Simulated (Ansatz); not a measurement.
**HF/3-21G run of CH5GaO2 (SMILES [CH3][Ga]([OH])[OH])**

What is the electronic atomisation energy of CH5GaO2 at HF/3-21G? 

The results are computed with Ansatz 0.2.0.

80 further runs of the same task are left out: 3 that didn't finish, 77 set aside as unsound or not needed. Runs told in other sessions of the task aren't counted.

## (1) The system as given

CH5GaO2 has 9 atoms, charge 0, and is taken as a singlet. SMILES: `[CH3][Ga]([OH])[OH]`. The coordinates come from a PBE0-D4/def2-TZVP relaxation. This is one conformer, not always the lowest.

Bond lengths: C1–Ga2 1.941 Å, Ga2–O3 1.791 Å, Ga2–O4 1.791 Å, C1–H5 1.090 Å, C1–H6 1.091 Å, C1–H7 1.091 Å, O3–H8 0.959 Å, O4–H9 0.959 Å. Some angles: C1–Ga2–O3 121.3°, C1–Ga2–O4 121.2°, O3–Ga2–O4 117.5°, Ga2–C1–H5 110.5°, Ga2–C1–H6 109.9°, Ga2–C1–H7 110.2°, Ga2–O3–H8 115.4°, Ga2–O4–H9 115.3°, H5–C1–H6 108.9°, H5–C1–H7 109.4°.

## (2) A single-point energy at HF/3-21G

input.yaml

```yaml
crystal:
  periodic: [false, false, false]
  atoms:
    - symbol: C
      position_ang: [0.139500, 0.740600, -1.385600]
    - symbol: Ga
      position_ang: [-0.022300, -0.180400, 0.314900]
    - symbol: O
      position_ang: [0.237900, -1.947500, 0.443200]
    - symbol: O
      position_ang: [-0.435700, 0.706800, 1.814800]
    - symbol: H
      position_ang: [0.259800, 0.024500, -2.197900]
    - symbol: H
      position_ang: [1.005300, 1.404900, -1.368100]
    - symbol: H
      position_ang: [-0.746600, 1.349900, -1.568800]
    - symbol: H
      position_ang: [0.141200, -2.314500, 1.323600]
    - symbol: H
      position_ang: [-0.490700, 0.169600, 2.607000]
basis:
  gaussian:
    orbitals: 3-21G-spherical.json
hamiltonian:
  xc: hf
accuracy: high
output: {orbitals: {seedname: orbitals}}
```

The basis set 3-21G is read from a file made from the Basis Set Exchange's data (not shown).

Launch:

```sh
$ ansatz run input.yaml --threads 1 --pin off --max-ram 3480MiB --events-out events.jsonl --progress --plain --runs-dir runs
```

Output:

```text
Warning: RAYON_NUM_THREADS=1 ignored (pool sized by the plan → 1); use --threads N
Functional definition: HF
  name "HF"
  exchange = exact_x
  correlation = 0
1189 factors; integrals over basis functions are off by at most 1.2e-8 eV
mean field evaluation 1: about -57231.6069 eV, gradient 4.9e1 eV
mean field evaluation 2: about -57231.7964 eV, gradient 4.9e1 eV
mean field evaluation 4: about -57236.2254 eV, gradient 2.1e0 eV
mean field evaluation 8: about -57236.2677 eV, gradient 1.7e-1 eV
mean field evaluation 16: about -57236.2678 eV, gradient 3.4e-8 eV
mean field -57236.26783398 eV, -2103.3940467629 hartree, gradient 3.4e-8 eV, S^2 0.000000; 0 other end points of the search recorded, 0 dependent functions left out
reference -57236.26783398 eV, -2103.3940467629 hartree; 29, 29 occupied and 30, 30 virtual orbitals, 1189 factors
Total energy: -57236.26783398 eV, -2103.3940467629 hartree
```

Run time: 0.87 s. Hardware: 1 thread of Arm Neoverse V2, shared host; peak memory 0.13 GiB.

## (3) The C atom at the same level

run.yaml

```yaml
crystal:
  periodic: [false, false, false]
  atoms:
    - {symbol: C, position_ang: [0.000000, 0.000000, 0.000000]}
basis:
  gaussian:
    orbitals: 3-21G.json
magnetization:
  spin_polarized: true
  initial_magnetization: 2
hamiltonian:
  xc: hf
accuracy: high
```

The basis set 3-21G is read from a file made from the Basis Set Exchange's data (not shown).

Run the same way, it converges to -37.48107 Eh (log not shown).

## (4) The Ga atom, same level

run.yaml

```yaml
crystal:
  periodic: [false, false, false]
  atoms:
    - {symbol: Ga, position_ang: [0.000000, 0.000000, 0.000000]}
basis:
  gaussian:
    orbitals: 3-21G-spherical.json
accuracy: high
hamiltonian:
  xc: hf
magnetization:
  spin_polarized: true
  initial_magnetization: 1
```

The basis set 3-21G is read from a file made from the Basis Set Exchange's data (not shown).

Run the same way, it converges to -1913.79018 Eh (log not shown).

## (5) The H atom, same level

run.yaml

```yaml
crystal:
  periodic: [false, false, false]
  atoms:
    - {symbol: H, position_ang: [0.000000, 0.000000, 0.000000]}
basis:
  gaussian: {orbitals: 3-21G.json}
accuracy: high
hamiltonian: {xc: hf}
magnetization: {spin_polarized: true, initial_magnetization: 1}
```

The basis set 3-21G is read from a file made from the Basis Set Exchange's data (not shown).

Launch:

```sh
$ ansatz run run.yaml --threads 1 --pin off --max-ram 3480MiB --events-out events.jsonl --progress --plain --runs-dir runs
```

Output:

```text
Warning: RAYON_NUM_THREADS=1 ignored (pool sized by the plan → 1); use --threads N
Functional definition: HF
  name "HF"
  exchange = exact_x
  correlation = 0
3 factors; integrals over basis functions are off by at most 1.3e-8 eV
mean field evaluation 1: about -13.4868 eV, gradient 1.3e0 eV
mean field evaluation 2: about -13.4868 eV, gradient 1.3e0 eV
mean field evaluation 4: about -13.5023 eV, gradient 2.1e-5 eV
mean field evaluation 8: about -13.5023 eV, gradient 1.0e-12 eV
mean field -13.50225274 eV, -0.4961986360 hartree, gradient 4.5e-8 eV, S^2 0.750000; 0 other end points of the search recorded, 0 dependent functions left out
reference -13.50225274 eV, -0.4961986360 hartree; 1, 0 occupied and 1, 2 virtual orbitals, 3 factors
Total energy: -13.50225274 eV, -0.4961986360 hartree
```

Run time: 0.04 s. Hardware: 1 thread of Arm Neoverse V2, shared host.

## (6) The O atom, same level

input.yaml

```yaml
crystal:
  periodic: [false, false, false]
  atoms:
    - symbol: O
      position_ang: [0.000000, 0.000000, 0.000000]
basis:
  gaussian: {orbitals: 3-21G.json}
magnetization: {spin_polarized: true, initial_magnetization: 2}
hamiltonian: {xc: hf}
accuracy: high
```

The basis set 3-21G is read from a file made from the Basis Set Exchange's data (not shown).

Run the same way, it converges to -74.39366 Eh (log not shown).

## (7) Results

Level: HF/3-21G.

| quantity | value |
| --- | --- |
| molecule: total energy | -2103.39405 Eh |
| molecule: HOMO energy | -11.76 eV |
| molecule: LUMO energy | 2.99 eV |
| molecule: HOMO–LUMO gap | 14.75 eV |
| C atom: total energy | -37.48107 Eh |
| C atom: ⟨S²⟩ | 2.001 |
| Ga atom: total energy | -1913.79018 Eh |
| Ga atom: ⟨S²⟩ | 0.750 |
| H atom: total energy | -0.49620 Eh |
| H atom: ⟨S²⟩ | 0.750 |
| O atom: total energy | -74.39366 Eh |
| O atom: ⟨S²⟩ | 2.001 |
| electronic atomisation energy | 23.252 eV |

Taking the molecule apart into free atoms costs 23.25 eV (2243 kJ/mol), before zero-point energy and without spin-orbit coupling. Hartree–Fock lacks the correlation of the bonding pairs, which as a rule makes this value much too low; in minimal bases other errors can mask that. The basis has no polarisation functions, which makes bonds too weak.
